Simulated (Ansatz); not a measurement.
# CH₂ClFTe: a ladder of functionals and wavefunction methods

One table from this session's results is given with a row withheld; the runs are named, their logs left out.

The runs use Ansatz 0.2.0, Gaussian basis; functionals in def2-TZVPP, the program's frozen cores in correlated methods.

Plan: LDA (SPW92), PBE-D4, revPBE-D4, BLYP-D4, r2SCAN-D4, B97M-V, PBE0-D4, B3LYP-D4, r2SCANh-D4, r2SCAN0-D4, HSE06-D4, BHLYP-D4, CAM-B3LYP-D4, LC-ωPBE, ωB97X-V, ωB97M-V, B2PLYP, PBE-QIDH; CCSD(T)/def2-SVP; CCSD(T)/def2-TZVPP; MP2/def2-QZVPP; extrapolation to the limit; RPA on PBE.

## Structure used throughout

An earlier PBE0-D4 in a triple-zeta def2 set relaxation fixed the geometry. Te takes the def2 core potential; no spin-orbit term is included.

6 atoms, charge 0, spin multiplicity 1.

Atoms are counted from 1 here; the program's logs count them from 0.

Bond lengths: F1–C2 1.356 Å, C2–Cl3 1.761 Å, C2–Te4 2.170 Å, C2–H5 1.088 Å, Te4–H6 1.656 Å. Angles: F1–C2–Cl3 109.7°, F1–C2–Te4 106.7°, F1–C2–H5 108.9°, Cl3–C2–Te4 113.9°, Cl3–C2–H5 107.3°, Te4–C2–H5 110.3°, C2–Te4–H6 91.5°.

Coordinates:

```
F     0.1515   -1.7906   -0.2704
C     0.3353   -0.4551   -0.1277
Cl    1.2727   -0.1363    1.3290
Te   -1.6381    0.4480   -0.1181
H     0.9148   -0.0867   -0.9717
H    -0.9943    1.9567    0.1127
```

Set-up of the first run:

File in.yaml:

```yaml
crystal:
  periodic: [false, false, false]
  atoms:
    - {symbol: F, position_ang: [0.151503, -1.790630, -0.270422]}
    - {symbol: C, position_ang: [0.335308, -0.455116, -0.127739]}
    - {symbol: Cl, position_ang: [1.272729, -0.136284, 1.328982]}
    - {symbol: Te, position_ang: [-1.638108, 0.447983, -0.118083]}
    - {symbol: H, position_ang: [0.914822, -0.086722, -0.971735]}
    - {symbol: H, position_ang: [-0.994255, 1.956668, 0.112698]}
basis:
  gaussian: {orbitals: def2-TZVPP}
hamiltonian: {xc: lda}
output: {orbitals: {seedname: orbitals}}
```

Launch:

```bash
$ ansatz run in.yaml --threads 2 --pin off --events-out ev --progress --plain --max-ram 4352MiB
```

Steps of the session up to this table: LDA; PBE-D4 (GGA); revPBE-D4 (GGA); BLYP-D4 (GGA); r2SCAN-D4 (meta-GGA); B97M-V (meta-GGA); B3LYP-D4 (hybrid); r2SCANh-D4 (hybrid); r2SCAN0-D4 (hybrid); HSE06-D4 (hybrid); BHLYP-D4 (hybrid); CAM-B3LYP-D4 (range-separated); LC-ωPBE (range-separated); ωB97X-V (range-separated); ωB97M-V (range-separated); B2PLYP (double hybrid); PBE-QIDH (double hybrid).

One table of the session follows, with a row left open; its other results are not shown here.

It belongs to the step «Orbital energies across the functionals». 

| functional | HOMO (eV) | LUMO (eV) | gap (eV) |
| --- | --- | --- | --- |
| LDA (SPW92) | -5.76 | -2.52 | 3.24 |
| PBE-D4 | -5.60 | -2.33 | 3.27 |
| revPBE-D4 | -5.54 | -2.24 | 3.30 |
| BLYP-D4 | -5.44 | -2.24 | 3.20 |
| r2SCAN-D4 | -5.86 | -2.19 | 3.67 |
| B97M-V | -5.87 | -2.18 | 3.69 |
| PBE0-D4 | -6.69 | -1.51 | 5.18 |
| B3LYP-D4 | -6.47 | -1.75 | 4.72 |
| r2SCANh-D4 | -6.26 | -1.89 | 4.37 |
| r2SCAN0-D4 | ? | ? | ? |
| HSE06-D4 | -6.30 | -1.89 | 4.41 |
| BHLYP-D4 | -7.62 | -0.66 | 6.96 |
| CAM-B3LYP-D4 | -7.95 | -0.50 | 7.45 |
| LC-ωPBE | -9.28 | 0.65 | 9.93 |
| ωB97X-V | -8.94 | 0.53 | 9.47 |
| ωB97M-V | -8.82 | 0.38 | 9.19 |

Q: Estimate the row for r2SCAN0-D4 from the others.

Worked estimate for «HOMO (eV)». Against the share of exact exchange, r2SCAN-D4 (0, -5.86), r2SCANh-D4 (0.1, -6.26) give a slope of -4.00 per unit share; at 0.25 the line stands at -6.86.

The run gave: HOMO (eV): -6.86; LUMO (eV): -1.44; gap (eV): 5.42. In «HOMO (eV)» the line misses by 0.00.
